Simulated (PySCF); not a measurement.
# Pd²⁺: excitation energy in dyall-ae2z

Aim: the excitation energy of palladium from differences of total energies, at each level of theory, and how far each lands from the tabulated value where there is one.

Program: PySCF 2.14.0. Level of theory: unrestricted determinants in a Gaussian basis, no spin-orbit coupling in the energies. These are calculated values, not measurements, unless marked.

**1. Starting point**

* Element: palladium (Z = 46)
* Basis: dyall-ae2z (21s14p10d3f, 134 functions)
* Hamiltonian: the spin-free X2C one-electron Hamiltonian (Gaussian nucleus)
* State 1: Pd²⁺: [Kr] 4d7 5p1, one real determinant (an excited configuration)
* Needed too, but not shown: Pd²⁺ [Kr] 4d8 (3F)
* Methods: UHF, LDA, PBE, PBE0, r2SCAN, revPBE, TPSS, PBEsol, MP2
* Core shells frozen in the correlated runs: valence: [Kr]; valence and next inner shell: [Ar] 3d10 (for Pd²⁺)

The outer shells:

Pd2+ [Kr] 4d7 5p1
```
[Kr] core
4d [↑↓][↑↓][↑ ][↑ ][↑ ]
5p [↑ ][  ][  ]
```

The runs were made by one driver on top of PySCF. The scripts below sum up each run's settings (the driver also hands on starting orbitals that pick excited configurations, and frozen orbitals as a list rather than a count), and the logs come from the driver's own runs. The driver starts from symmetry-adapted Hartree-Fock orbitals, holds the occupation by maximum overlap and uses a logarithmic radial grid for functionals, so a plain start would take other cycles.

The integrals over 134 functions and the set-up took 1.1 s of CPU time.

**2. Pd²⁺ [Kr] 4d7 5p1**

UHF:

input.py reads:

```python
from pyscf import gto, scf, dft, mp, cc
import basis_set_exchange as bse
mol = gto.M(atom="Pd 0 0 0", charge=2, spin=4, symmetry="D2h",
            basis=gto.basis.parse(bse.get_basis("dyall-ae2z", elements=["Pd"], fmt="nwchem")),
            nucmod="G")
mf = scf.UHF(mol).sfx2c1e()
mf.irrep_nelec = {'Ag': (8, 7), 'B1g': (2, 2), 'B2g': (2, 1), 'B3g': (2, 1), 'B1u': (3, 3), 'B2u': (4, 3), 'B3u': (3, 3)}
mf.kernel()
```

The log of the run:

```text
damping factor = 0
level_shift factor = 0
DIIS = <class 'pyscf.scf.diis.CDIIS'>
diis_start_cycle = 1
diis_space = 10
diis_damp = 0
SCF conv_tol = 1e-09
SCF conv_tol_grad = None
number electrons alpha = 24  beta = 20
cycle= 1 E= -5041.45432546297  delta_E= -0.00775  |g|= 0.0303  |ddm|= 0.0534
cycle= 2 E= -5041.45474286513  delta_E= -0.000417  |g|= 0.0099  |ddm|= 0.0147
cycle= 3 E= -5041.45494126094  delta_E= -0.000198  |g|= 0.00741  |ddm|= 0.0113
cycle= 4 E= -5041.45512817055  delta_E= -0.000187  |g|= 0.0063  |ddm|= 0.0118
cycle= 5 E= -5041.45545126138  delta_E= -0.000323  |g|= 0.00371  |ddm|= 0.0285
cycle= 6 E= -5041.45557967789  delta_E= -0.000128  |g|= 0.0014  |ddm|= 0.023
cycle= 7 E= -5041.45559558935  delta_E= -1.59e-05  |g|= 0.000314  |ddm|= 0.0103
cycle= 8 E= -5041.45559583129  delta_E= -2.42e-07  |g|= 6.98e-05  |ddm|= 0.00122
cycle= 9 E= -5041.45559584008  delta_E= -8.79e-09  |g|= 1.52e-05  |ddm|= 0.000256
cycle= 10 E= -5041.45559584051  delta_E= -4.29e-10  |g|= 3.9e-06  |ddm|= 4.99e-05
converged SCF energy = -5041.45559584051  <S^2> = 6.0030522  2S+1 = 5.0012207
```

It used 15 s of CPU time after the integrals (shared host).

Orbital energies by shell (radii are means over both spins):

| shell | electrons | mean orbital energy (eV) | spread (eV) | rms radius (bohr) |
| --- | --- | --- | --- | --- |
| 1s α | 1 | -24507.8 | 0 | 0.0365 |
| 1s β | 1 | -24507.8 | 0 | 0.0365 |
| 2s α | 1 | -3690.9 | 0 | 0.150 |
| 2s β | 1 | -3689.8 | 0 | 0.150 |
| 2p α | 3 | -3307.0 | 0.156 | 0.133 |
| 2p β | 3 | -3305.9 | 0.073 | 0.133 |
| 3s α | 1 | -728.71 | 0 | 0.403 |
| 3s β | 1 | -728.16 | 0 | 0.403 |
| 3p α | 3 | -599.13 | 0.255 | 0.406 |
| 3p β | 3 | -598.43 | 0.108 | 0.406 |
| 3d α | 5 | -393.35 | 0.450 | 0.389 |
| 3d β | 5 | -391.84 | 1.457 | 0.389 |
| 4s α | 1 | -139.92 | 0 | 1.00 |
| 4s β | 1 | -133.95 | 0 | 1.00 |
| 4p α | 3 | -100.56 | 0.520 | 1.10 |
| 4p β | 3 | -93.067 | 0.852 | 1.10 |
| 4d α | 5 | -41.579 | 1.339 | 1.42 |
| 4d β | 2 | -38.654 | 0.326 | 1.42 |
| 5p α | 1 | -18.824 | 0 | 3.32 |

⟨S²⟩ = 6.003, ⟨L²⟩ = 13.89.

Spin-orbit constants on these orbitals (cm⁻¹; bare nucleus, screened nucleus, mean field): 4d 2240, 1753, 1632; 5p 1952, 1867, 1814. To first order in LS coupling the lowest level has J = 6 and lies 0.191 eV below the centre of the term.

⟨L²⟩ = 13.89 against 20 for a pure G term, so this real determinant mixes terms.

LDA:

Changes to input.py:

```diff
@@ -5,3 +5,3 @@
             nucmod="G")
-mf = scf.UHF(mol).sfx2c1e()
+mf = dft.UKS(mol, xc="LDA,VWN").sfx2c1e()
 mf.irrep_nelec = {'Ag': (8, 7), 'B1g': (2, 2), 'B2g': (2, 1), 'B3g': (2, 1), 'B1u': (3, 3), 'B2u': (4, 3), 'B3u': (3, 3)}
```

The log of the run:

```text
damping factor = 0
level_shift factor = 0
DIIS = <class 'pyscf.scf.diis.CDIIS'>
diis_start_cycle = 1
diis_space = 10
diis_damp = 0
SCF conv_tol = 1e-09
SCF conv_tol_grad = None
number electrons alpha = 24  beta = 20
XC functionals = LDA,VWN
    P. A. M. Dirac.,  Math. Proc. Cambridge Philos. Soc. 26, 376 (1930)
    F. Bloch.,  Z. Phys. 57, 545 (1929)
    S. H. Vosko, L. Wilk, and M. Nusair.,  Can. J. Phys. 58, 1200 (1980)
cycle= 1 E= -5038.43442929209  delta_E= -0.0498  |g|=  0.1  |ddm|= 0.325
cycle= 2 E= -5038.43410539785  delta_E= 0.000324  |g|= 0.0761  |ddm|= 0.22
cycle= 3 E= -5038.436001137  delta_E= -0.0019  |g|= 0.0156  |ddm|= 0.145
cycle= 4 E= -5038.43608997629  delta_E= -8.88e-05  |g|= 0.00149  |ddm|= 0.0247
cycle= 5 E= -5038.43609008169  delta_E= -1.05e-07  |g|= 0.000744  |ddm|= 0.00209
cycle= 6 E= -5038.43609029338  delta_E= -2.12e-07  |g|= 0.000103  |ddm|= 0.00109
cycle= 7 E= -5038.43609029536  delta_E= -1.98e-09  |g|= 3.93e-05  |ddm|= 6e-05
cycle= 8 E= -5038.43609029582  delta_E= -4.66e-10  |g|= 5.47e-06  |ddm|= 4.43e-05
converged SCF energy = -5038.43609029582  <S^2> = 6.0002061  2S+1 = 5.0000825
```

It used 5.4 s of CPU time after the integrals (shared host).

PBE:

Changes to input.py:

```diff
@@ -5,3 +5,3 @@
             nucmod="G")
-mf = dft.UKS(mol, xc="LDA,VWN").sfx2c1e()
+mf = dft.UKS(mol, xc="PBE").sfx2c1e()
 mf.irrep_nelec = {'Ag': (8, 7), 'B1g': (2, 2), 'B2g': (2, 1), 'B3g': (2, 1), 'B1u': (3, 3), 'B2u': (4, 3), 'B3u': (3, 3)}
```

The log of the run:

```text
damping factor = 0
level_shift factor = 0
DIIS = <class 'pyscf.scf.diis.CDIIS'>
diis_start_cycle = 1
diis_space = 10
diis_damp = 0
SCF conv_tol = 1e-09
SCF conv_tol_grad = None
number electrons alpha = 24  beta = 20
XC functionals = PBE
    J. P. Perdew, K. Burke, and M. Ernzerhof.,  Phys. Rev. Lett. 77, 3865 (1996)
    J. P. Perdew, K. Burke, and M. Ernzerhof.,  Phys. Rev. Lett. 78, 1396 (1997)
    J. P. Perdew, K. Burke, and M. Ernzerhof.,  Phys. Rev. Lett. 77, 3865 (1996)
    J. P. Perdew, K. Burke, and M. Ernzerhof.,  Phys. Rev. Lett. 78, 1396 (1997)
cycle= 1 E= -5043.40365282237  delta_E= -0.0314  |g|= 0.0474  |ddm|= 0.229
cycle= 2 E= -5043.40390294382  delta_E= -0.00025  |g|= 0.0162  |ddm|= 0.0438
cycle= 3 E= -5043.40397642433  delta_E= -7.35e-05  |g|= 0.00448  |ddm|= 0.0236
cycle= 4 E= -5043.40397961199  delta_E= -3.19e-06  |g|= 0.00113  |ddm|= 0.00212
cycle= 5 E= -5043.40397982264  delta_E= -2.11e-07  |g|= 0.000605  |ddm|= 0.000589
cycle= 6 E= -5043.40397985818  delta_E= -3.55e-08  |g|= 0.000148  |ddm|= 0.000268
cycle= 7 E= -5043.40397986249  delta_E= -4.3e-09  |g|= 6.92e-06  |ddm|= 9.04e-05
cycle= 8 E= -5043.4039798625  delta_E= -1e-11  |g|= 2.64e-07  |ddm|= 4.24e-06
converged SCF energy = -5043.4039798625  <S^2> = 6.0004396  2S+1 = 5.0001759
```

CPU time 8.1 s on a shared host, the integrals not counted.

PBE0:

Changes to input.py:

```diff
@@ -5,3 +5,3 @@
             nucmod="G")
-mf = dft.UKS(mol, xc="PBE").sfx2c1e()
+mf = dft.UKS(mol, xc="PBE0").sfx2c1e()
 mf.irrep_nelec = {'Ag': (8, 7), 'B1g': (2, 2), 'B2g': (2, 1), 'B3g': (2, 1), 'B1u': (3, 3), 'B2u': (4, 3), 'B3u': (3, 3)}
```

The log of the run:

```text
damping factor = 0
level_shift factor = 0
DIIS = <class 'pyscf.scf.diis.CDIIS'>
diis_start_cycle = 1
diis_space = 10
diis_damp = 0
SCF conv_tol = 1e-09
SCF conv_tol_grad = None
number electrons alpha = 24  beta = 20
XC functionals = PBE0
    C. Adamo and V. Barone.,  J. Chem. Phys. 110, 6158 (1999)
    M. Ernzerhof and G. E. Scuseria.,  J. Chem. Phys. 110, 5029 (1999)
cycle= 1 E= -5043.4823549139  delta_E= -0.0181  |g|= 0.0246  |ddm|= 0.136
cycle= 2 E= -5043.48278130169  delta_E= -0.000426  |g|= 0.0114  |ddm|= 0.0293
cycle= 3 E= -5043.48297808074  delta_E= -0.000197  |g|= 0.00858  |ddm|= 0.0167
cycle= 4 E= -5043.483091052  delta_E= -0.000113  |g|= 0.00499  |ddm|= 0.0109
cycle= 5 E= -5043.48326459071  delta_E= -0.000174  |g|= 0.00247  |ddm|= 0.0258
cycle= 6 E= -5043.48331432023  delta_E= -4.97e-05  |g|= 0.000458  |ddm|= 0.0222
cycle= 7 E= -5043.48331433195  delta_E= -1.17e-08  |g|= 0.000276  |ddm|= 0.000784
cycle= 8 E= -5043.48331444224  delta_E= -1.1e-07  |g|= 1.4e-05  |ddm|= 0.000974
cycle= 9 E= -5043.48331444276  delta_E= -5.13e-10  |g|= 2.14e-06  |ddm|= 6.77e-05
converged SCF energy = -5043.48331444276  <S^2> = 6.0008356  2S+1 = 5.0003342
```

CPU time 13 s on a shared host, the integrals not counted.

r2SCAN:

Changes to input.py:

```diff
@@ -5,3 +5,3 @@
             nucmod="G")
-mf = dft.UKS(mol, xc="PBE0").sfx2c1e()
+mf = dft.UKS(mol, xc="R2SCAN").sfx2c1e()
 mf.irrep_nelec = {'Ag': (8, 7), 'B1g': (2, 2), 'B2g': (2, 1), 'B3g': (2, 1), 'B1u': (3, 3), 'B2u': (4, 3), 'B3u': (3, 3)}
```

The log of the run:

```text
damping factor = 0
level_shift factor = 0
DIIS = <class 'pyscf.scf.diis.CDIIS'>
diis_start_cycle = 1
diis_space = 10
diis_damp = 0
SCF conv_tol = 1e-09
SCF conv_tol_grad = None
number electrons alpha = 24  beta = 20
XC functionals = R2SCAN
    J. W. Furness, A. D. Kaplan, J. Ning, J. P. Perdew, and J. Sun.,  J. Phys. Chem. Lett. 11, 8208-8215 (2020)
    J. W. Furness, A. D. Kaplan, J. Ning, J. P. Perdew, and J. Sun.,  J. Phys. Chem. Lett. 11, 9248-9248 (2020)
    J. W. Furness, A. D. Kaplan, J. Ning, J. P. Perdew, and J. Sun.,  J. Phys. Chem. Lett. 11, 8208-8215 (2020)
    J. W. Furness, A. D. Kaplan, J. Ning, J. P. Perdew, and J. Sun.,  J. Phys. Chem. Lett. 11, 9248-9248 (2020)
cycle= 1 E= -5043.81763240331  delta_E= -0.0192  |g|= 0.0354  |ddm|= 0.171
cycle= 2 E= -5043.81794396385  delta_E= -0.000312  |g|= 0.00943  |ddm|= 0.034
cycle= 3 E= -5043.81799927293  delta_E= -5.53e-05  |g|= 0.0043  |ddm|= 0.014
cycle= 4 E= -5043.81801631826  delta_E= -1.7e-05  |g|= 0.00143  |ddm|= 0.00893
cycle= 5 E= -5043.81801855226  delta_E= -2.23e-06  |g|= 0.000593  |ddm|= 0.00457
cycle= 6 E= -5043.81801859629  delta_E= -4.4e-08  |g|= 7.34e-05  |ddm|= 0.000304
cycle= 7 E= -5043.81801859871  delta_E= -2.42e-09  |g|= 1.64e-05  |ddm|= 0.000176
cycle= 8 E= -5043.81801859888  delta_E= -1.71e-10  |g|= 1.83e-06  |ddm|= 4.21e-05
converged SCF energy = -5043.81801859888  <S^2> = 6.0010531  2S+1 = 5.0004212
```

It used 19 s of CPU time after the integrals (shared host).

revPBE:

Changes to input.py:

```diff
@@ -5,3 +5,3 @@
             nucmod="G")
-mf = dft.UKS(mol, xc="R2SCAN").sfx2c1e()
+mf = dft.UKS(mol, xc="PBE_R,PBE").sfx2c1e()
 mf.irrep_nelec = {'Ag': (8, 7), 'B1g': (2, 2), 'B2g': (2, 1), 'B3g': (2, 1), 'B1u': (3, 3), 'B2u': (4, 3), 'B3u': (3, 3)}
```

The log of the run:

```text
damping factor = 0
level_shift factor = 0
DIIS = <class 'pyscf.scf.diis.CDIIS'>
diis_start_cycle = 1
diis_space = 10
diis_damp = 0
SCF conv_tol = 1e-09
SCF conv_tol_grad = None
number electrons alpha = 24  beta = 20
XC functionals = PBE_R,PBE
    Y. Zhang and W. Yang.,  Phys. Rev. Lett. 80, 890 (1998)
    J. P. Perdew, K. Burke, and M. Ernzerhof.,  Phys. Rev. Lett. 77, 3865 (1996)
    J. P. Perdew, K. Burke, and M. Ernzerhof.,  Phys. Rev. Lett. 78, 1396 (1997)
cycle= 1 E= -5043.64664155  delta_E= -0.0295  |g|= 0.0447  |ddm|= 0.218
cycle= 2 E= -5043.64687688842  delta_E= -0.000235  |g|= 0.0119  |ddm|= 0.034
cycle= 3 E= -5043.6469246207  delta_E= -4.77e-05  |g|= 0.00419  |ddm|= 0.0191
cycle= 4 E= -5043.64692766438  delta_E= -3.04e-06  |g|= 0.00147  |ddm|= 0.00177
cycle= 5 E= -5043.64692789826  delta_E= -2.34e-07  |g|= 0.000664  |ddm|= 0.000726
cycle= 6 E= -5043.64692797369  delta_E= -7.54e-08  |g|= 0.000108  |ddm|= 0.000356
cycle= 7 E= -5043.64692797594  delta_E= -2.25e-09  |g|= 7.48e-06  |ddm|= 7.08e-05
cycle= 8 E= -5043.64692797595  delta_E= -9.09e-12  |g|= 3.09e-07  |ddm|= 4.36e-06
converged SCF energy = -5043.64692797595  <S^2> = 6.0005058  2S+1 = 5.0002023
```

It used 8.1 s of CPU time after the integrals (shared host).

TPSS:

Changes to input.py:

```diff
@@ -5,3 +5,3 @@
             nucmod="G")
-mf = dft.UKS(mol, xc="PBE_R,PBE").sfx2c1e()
+mf = dft.UKS(mol, xc="TPSS").sfx2c1e()
 mf.irrep_nelec = {'Ag': (8, 7), 'B1g': (2, 2), 'B2g': (2, 1), 'B3g': (2, 1), 'B1u': (3, 3), 'B2u': (4, 3), 'B3u': (3, 3)}
```

The log of the run:

```text
damping factor = 0
level_shift factor = 0
DIIS = <class 'pyscf.scf.diis.CDIIS'>
diis_start_cycle = 1
diis_space = 10
diis_damp = 0
SCF conv_tol = 1e-09
SCF conv_tol_grad = None
number electrons alpha = 24  beta = 20
XC functionals = TPSS
    J. Tao, J. P. Perdew, V. N. Staroverov, and G. E. Scuseria.,  Phys. Rev. Lett. 91, 146401 (2003)
    J. P. Perdew, J. Tao, V. N. Staroverov, and G. E. Scuseria.,  J. Chem. Phys. 120, 6898 (2004)
    J. Tao, J. P. Perdew, V. N. Staroverov, and G. E. Scuseria.,  Phys. Rev. Lett. 91, 146401 (2003)
    J. P. Perdew, J. Tao, V. N. Staroverov, and G. E. Scuseria.,  J. Chem. Phys. 120, 6898 (2004)
cycle= 1 E= -5043.61420401843  delta_E= -0.0223  |g|= 0.0601  |ddm|=  0.2
cycle= 2 E= -5043.61441044458  delta_E= -0.000206  |g|= 0.0278  |ddm|= 0.0252
cycle= 3 E= -5043.6144475411  delta_E= -3.71e-05  |g|= 0.00534  |ddm|= 0.00929
cycle= 4 E= -5043.61445171478  delta_E= -4.17e-06  |g|= 0.00208  |ddm|= 0.00386
cycle= 5 E= -5043.61445258751  delta_E= -8.73e-07  |g|= 0.000312  |ddm|= 0.00121
cycle= 6 E= -5043.61445263207  delta_E= -4.46e-08  |g|= 1.5e-05  |ddm|= 0.000562
cycle= 7 E= -5043.61445263212  delta_E= -5e-11  |g|= 1.18e-06  |ddm|= 1.25e-05
converged SCF energy = -5043.61445263212  <S^2> = 6.0006807  2S+1 = 5.0002723
```

CPU time 17 s on a shared host, the integrals not counted.

PBEsol:

Changes to input.py:

```diff
@@ -5,3 +5,3 @@
             nucmod="G")
-mf = dft.UKS(mol, xc="TPSS").sfx2c1e()
+mf = dft.UKS(mol, xc="PBEsol").sfx2c1e()
 mf.irrep_nelec = {'Ag': (8, 7), 'B1g': (2, 2), 'B2g': (2, 1), 'B3g': (2, 1), 'B1u': (3, 3), 'B2u': (4, 3), 'B3u': (3, 3)}
```

The log of the run:

```text
damping factor = 0
level_shift factor = 0
DIIS = <class 'pyscf.scf.diis.CDIIS'>
diis_start_cycle = 1
diis_space = 10
diis_damp = 0
SCF conv_tol = 1e-09
SCF conv_tol_grad = None
number electrons alpha = 24  beta = 20
XC functionals = PBEsol
    J. P. Perdew, A. Ruzsinszky, G. I. Csonka, O. A. Vydrov, G. E. Scuseria, L. A. Constantin, X. Zhou, and K. Burke.,  Phys. Rev. Lett. 100, 136406 (2008)
    J. P. Perdew, A. Ruzsinszky, G. I. Csonka, O. A. Vydrov, G. E. Scuseria, L. A. Constantin, X. Zhou, and K. Burke.,  Phys. Rev. Lett. 100, 136406 (2008)
cycle= 1 E= -5040.86350768623  delta_E= -0.0366  |g|= 0.0688  |ddm|= 0.25
cycle= 2 E= -5040.86381024185  delta_E= -0.000303  |g|= 0.035  |ddm|= 0.0681
cycle= 3 E= -5040.86400694587  delta_E= -0.000197  |g|= 0.00716  |ddm|= 0.0363
cycle= 4 E= -5040.8640134547  delta_E= -6.51e-06  |g|= 0.00195  |ddm|= 0.00326
cycle= 5 E= -5040.86401413792  delta_E= -6.83e-07  |g|= 0.00032  |ddm|= 0.00112
cycle= 6 E= -5040.86401415096  delta_E= -1.3e-08  |g|= 0.000215  |ddm|= 0.000489
cycle= 7 E= -5040.86401416089  delta_E= -9.93e-09  |g|= 8.02e-06  |ddm|= 0.000155
cycle= 8 E= -5040.8640141609  delta_E= -1.18e-11  |g|= 4.47e-07  |ddm|= 5.56e-06
converged SCF energy = -5040.8640141609  <S^2> = 6.0003489  2S+1 = 5.0001396
```

CPU time 8 s on a shared host, the integrals not counted.

MP2 (valence):

Changes to input.py:

```diff
@@ -5,4 +5,5 @@
             nucmod="G")
-mf = dft.UKS(mol, xc="PBEsol").sfx2c1e()
+mf = scf.UHF(mol).sfx2c1e()
 mf.irrep_nelec = {'Ag': (8, 7), 'B1g': (2, 2), 'B2g': (2, 1), 'B3g': (2, 1), 'B1u': (3, 3), 'B2u': (4, 3), 'B3u': (3, 3)}
 mf.kernel()
+mp.UMP2(mf, frozen=18).kernel()
```

This step left no log, only its results.

CPU time 3.4 s on a shared host, the integrals not counted.

With 8 electrons correlated, the MP2 correlation energy is -0.13912 hartree (-0.06505 same spin, -0.07407 opposite spin); the SCS form gives -0.11057. Largest pairs of shells: 4d-4d -0.1205, 4d-5p -0.0186, 5p-5p 0.0000.

**3. Pd²⁺ [Kr] 4d7 5p1, continued**

MP2 (valence and next inner shell):

Changes to input.py since step 2:

```diff
@@ -8,2 +8,2 @@
 mf.kernel()
-mp.UMP2(mf, frozen=18).kernel()
+mp.UMP2(mf, frozen=14).kernel()
```

No log was kept for this step.

CPU time 4.5 s on a shared host, the integrals not counted.

With 16 electrons correlated, the MP2 correlation energy is -0.36909 hartree (-0.12634 same spin, -0.24275 opposite spin); the SCS form gives -0.33341. Largest pairs of shells: 4p-4d -0.1307, 4d-4d -0.1206, 4p-4p -0.0474, 4s-4p -0.0217, 4s-4d -0.0198.

Radial density 4πr²ρ of Pd²⁺ at UHF, without picture-change correction:

| r (bohr) | density | spin density |
| --- | --- | --- |
| 0.000558 | 0.617 | 0.000 |
| 0.000938 | 1.47 | 0.000 |
| 0.00158 | 3.41 | 0.000 |
| 0.00265 | 7.66 | 0.000 |
| 0.00446 | 16.2 | -0.001 |
| 0.00751 | 30.8 | -0.001 |
| 0.0126 | 49.2 | -0.001 |
| 0.0212 | 59.2 | -0.001 |
| 0.0357 | 52.1 | 0.004 |
| 0.0601 | 56.3 | 0.024 |
| 0.101 | 74.0 | 0.148 |
| 0.170 | 50.8 | 0.550 |
| 0.286 | 58.8 | 0.567 |
| 0.481 | 28.7 | -0.002 |
| 0.809 | 16.6 | 2.093 |
| 1.36 | 9.36 | 2.221 |
| 2.29 | 1.37 | 0.703 |
| 3.85 | 0.285 | 0.275 |
| 6.48 | 0.00712 | 0.007 |
| 10.9 | 3.70e-05 | 0.000 |

**4. Differences of total energies**

Excitation energy: Pd²⁺ [Kr] 4d8 (3F) → Pd²⁺ [Kr] 4d7 5p1 (high-spin determinant).

```csv
method,value (eV)
UHF,12.426
LDA,13.277
PBE,13.096
PBE0,13.173
r2SCAN,13.173
revPBE,13.101
TPSS,13.138
PBEsol,13.147
MP2 (valence),13.230
SCS-MP2 (valence),13.418
MP2 (valence and next inner shell),13.089
SCS-MP2 (valence and next inner shell),13.161
```

A first-order spin-orbit estimate (lowest level to lowest level, LS coupling) adds 0.092 eV. The determinant of Pd2+ mixes LS terms, which raises its energy at the Hartree-Fock and MP2 levels.

The differences also use runs on Pd²⁺ [Kr] 4d8 (3F), which are not shown here.

**5. What came out**

| quantity | value |
| --- | --- |
| excitation energy, Pd²⁺ → [Kr] 4d7 5p1 | UHF 12.426, MP2 (valence and next inner shell) 13.089 eV |

**Reading.** The methods span 0.992 eV, from UHF (12.426) to SCS-MP2 (valence) (13.418). No reference value is at hand in this session. The basis is finite, and no extrapolation was made.
